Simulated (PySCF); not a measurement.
The system is O2BH, in a box.

```
O B H
1.0
    12.00000    0.00000    0.00000
     0.00000   10.00000    0.00000
     0.00000    0.00000   11.00000
O B H
2 1 1
Direct
  0.38786 0.54595 0.55828
  0.58551 0.46340 0.52920
  0.48213 0.50680 0.54193
  0.61431 0.45825 0.44790
```

Base run:

* Program: PySCF 2.14.0
* Functional: BP86
* Dispersion: D4
* Potentials or basis: 6-31g* (all-electron)
* k mesh: 1 × 1 × 1
* Occupations: fixed
* Spin: no spin polarisation

Its results: gap between the frontier levels 7.22 eV.

Task: After a change of settings the same cell gave: gap between the frontier levels 6.89 eV. Which change was it?
A. functional from BP86 to PBE; dispersion from D4 to none
B. functional from BP86 to PBE50; dispersion from D4 to none
C. functional from BP86 to OLYP; dispersion from D4 to D3
D. functional from BP86 to AM05; dispersion from D4 to none

Result: C.

Caveats: this is a molecule in a periodic box at the Γ point, so its band gap is the HOMO-LUMO gap; the basis of atomic orbitals isn't converged, which shifts pressures, moduli and gaps.

Not every run made on this cell is shown here.
